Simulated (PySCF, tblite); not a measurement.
# C₅H₁₃B₂BrO: geometry, infrared bands and NMR shifts

Wanted: the infrared bands and NMR shifts of C₅H₁₃B₂BrO (`COB(CBBr)C(C)C`), by calculation.

Computed with tblite 0.8.0 and PySCF 2.14.0, with density-fitted response routines of our own, on a single molecule in the gas phase. Atoms count from 0, in the outputs and in this text.

### 1 The starting structure

22 atoms, charge 0, multiplicity 1; geometry from: force field or distance geometry start.

Bonds of the start (Å): C0–O1 1.40, O1–B2 1.46, B2–C3 1.60, C3–B4 1.60, B4–Br5 2.00, B2–C6 1.61, C6–C7 1.52, C6–C8 1.54, C0–H9 1.13, C0–H10 1.10, C0–H11 1.11, C3–H12 1.10, C3–H13 1.10, B4–H14 1.18, C6–H15 1.13, C7–H16 1.11, C7–H17 1.12, C7–H18 1.12, C8–H19 1.11, C8–H20 1.12, C8–H21 1.11.

### 2 Geometry optimisation with GFN2-xTB

The job: settings as JSON, then the geometry in Å.

```
{"job": {"kind": "relax", "xc": "GFN2-xTB", "basis": "xTB"}, "charge": 0, "multiplicity": 1}
C      1.020800     2.239900     1.198100
O      1.100300     0.854000     1.369300
B      0.424000     0.176700     0.264100
C      1.247700    -0.238000    -1.042400
B      2.332200    -1.339500    -0.634500
Br     2.186000    -3.202200    -1.357600
C     -1.144200    -0.181500     0.403000
C     -1.973600     0.533600    -0.657100
C     -1.358600    -1.703400     0.355600
H     -0.051000     2.588800     1.223800
H      1.531600     2.737800     2.040400
H      1.513000     2.568600     0.263000
H      0.566700    -0.666600    -1.793900
H      1.760000     0.643300    -1.462500
H      3.185400    -1.064100     0.131400
H     -1.484000     0.177700     1.415200
H     -1.823300     1.631100    -0.600400
H     -1.711200     0.174300    -1.681000
H     -3.059900     0.329800    -0.488800
H     -0.756900    -2.203200     1.147400
H     -2.437100    -1.928200     0.542000
H     -1.078500    -2.109500    -0.635700
```

Started as:

```console
$ OMP_NUM_THREADS=1 python probes_run.py task.json out
```

This one command runs all jobs of the session in turn.

**Question.** This job is followed by: GFN2-xTB harmonic vibrations, gas phase; GIAO PBE0/pcSseg-1 NMR shielding, non-relativistic, gas phase. What will the session give for the following? strongest single infrared mode (GFN2-xTB); zero-point energy (GFN2-xTB); 13C shifts against TMS (PBE0/pcSseg-1, means over atoms taken as alike); 1H shifts against TMS (PBE0/pcSseg-1, means over atoms taken as alike); 17O shifts against H2O (PBE0/pcSseg-1); 11B shifts against BF3·OEt2 (PBE0/pcSseg-1); 79Br shifts against HBr (PBE0/pcSseg-1); surface potential, 1st and 99th percentile.

**Answer**, as computed:

| quantity | value |
| --- | --- |
| strongest single infrared mode (GFN2-xTB) | 1138 cm⁻¹, 313 km/mol |
| zero-point energy (GFN2-xTB) | 112.1 kcal/mol |
| 13C shifts against TMS (PBE0/pcSseg-1, means over atoms taken as alike) | 55.8, 40.8, 20.7, 20.1 ppm |
| 1H shifts against TMS (PBE0/pcSseg-1, means over atoms taken as alike) | 7.54, 4.07, 2.31, 1.31, 1.09 ppm |
| 17O shifts against H2O (PBE0/pcSseg-1) | 173.1 ppm |
| 11B shifts against BF3·OEt2 (PBE0/pcSseg-1) | 78.3, 47.9 ppm |
| 79Br shifts against HBr (PBE0/pcSseg-1) | 559 ppm |
| surface potential, 1st and 99th percentile | -0.90 V and 0.97 V |

**Reading.** Relaxing lowered the energy by 1.158 eV in 135 steps; the close pair that moved most is B4–Br5, from 2.003 to 1.871 Å. The lowest mode is imaginary (61i cm⁻¹), so the xTB geometry is not a minimum. The strongest single mode, at 1138 cm⁻¹, is spread over several atoms, H14, B4, H12 among them. Unscaled tight-binding wavenumbers are off by several per cent, some by more. Its intensities can rank the bands wrongly. C0 (methyl carbon bonded to O) lies farthest downfield among carbon, at 55.8 ppm; pulled downfield by the heteroatom. At PBE0/pcSseg-1: Shielding is most anisotropic at Br5 (span 1371 ppm, paramagnetic term -1062 ppm). At PBE0/pcSseg-1, counted by nearest atom on the grid, the HOMO lies on Br5 31 %; C3, C6 about 12 % each, the LUMO on B4 47 %; Br5 13 %. Spin-orbit coupling is left out, which matters for shieldings and couplings at and beside the heavy atoms.
